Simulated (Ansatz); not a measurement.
# CuS: the cost of one run

Method: DFT r²SCAN+U (U_eff = 1 eV on Cu d, around-mean-field double counting), plane waves, PAW, in Ansatz 0.2.0.

**1. The system as given**

It takes space group P-6m2 (No. 187, hexagonal). Conventional cell: a = 3.436 Å, b = 3.436 Å, c = 3.353 Å, α = 90.00°, β = 90.00°, γ = 120.00°. Cu (site symmetry -6m2) is surrounded by 6 S at 2.60 Å. S (site symmetry -6m2) is surrounded by 6 Cu at 2.60 Å.

Structure file:

```cif
data_structure
_symmetry_space_group_name_H-M 'P-6m2'
_symmetry_Int_Tables_number 187
_cell_length_a 3.4355
_cell_length_b 3.4355
_cell_length_c 3.3529
_cell_angle_alpha 90.000
_cell_angle_beta 90.000
_cell_angle_gamma 120.000
_cell_volume 34.27
loop_
_atom_site_label
_atom_site_type_symbol
_atom_site_symmetry_multiplicity
_atom_site_Wyckoff_symbol
_atom_site_fract_x
_atom_site_fract_y
_atom_site_fract_z
_atom_site_occupancy
Cu1 Cu 1 a 0.00000 0.00000 0.00000 1
S1 S 1 f 0.66667 0.33333 0.50000 1
```

Magnetic order typed: ferromagnetic.

**2. From atoms, symmetry kept, no search**

Input file input.yaml:

```yaml
crystal:
  lattice:
    - [3.43554872, 0.0, 0.0]
    - [-1.71777436, 2.97527247, 0.0]
    - [0.0, 0.0, 3.35292534]
  atoms:
    - { symbol: Cu, position: [0.0, 0.0, 0.0], spin: 1.0 }
    - { symbol: S, position: [0.6666666667, 0.3333333333, 0.5] }
basis:
  ecutwfc: 500
  ecutrho_ratio: 4
kpoints:
  mp_grid: { grid: [6, 6, 6] }
hamiltonian:
  xc: r2scan
  hubbard: { sites: [{ site: 0, l: d, u_eff: 1.0 }], double_counting: amf }
scf:
  occupations: { method: gaussian, width: 0.05 }
  lower_state_search: "off"
  max_iter: 150
output:
  forces: true
  stress: true
  eigenvalues: true
  populations: true
  hubbard: { sites: [{ site: 0, l: d }] }
magnetization:
  spin_polarized: true
```

The run is started by

```bash
$ ansatz run input.yaml --threads 2 --pin off --max-ram 3072MiB --backend cpu --events-out ev --progress --plain --runs-dir out
```

Q: Estimate wall time and peak memory on 2 threads of Arm Neoverse N1, shared host.

About 23 s, with a peak of 0.41 GiB.
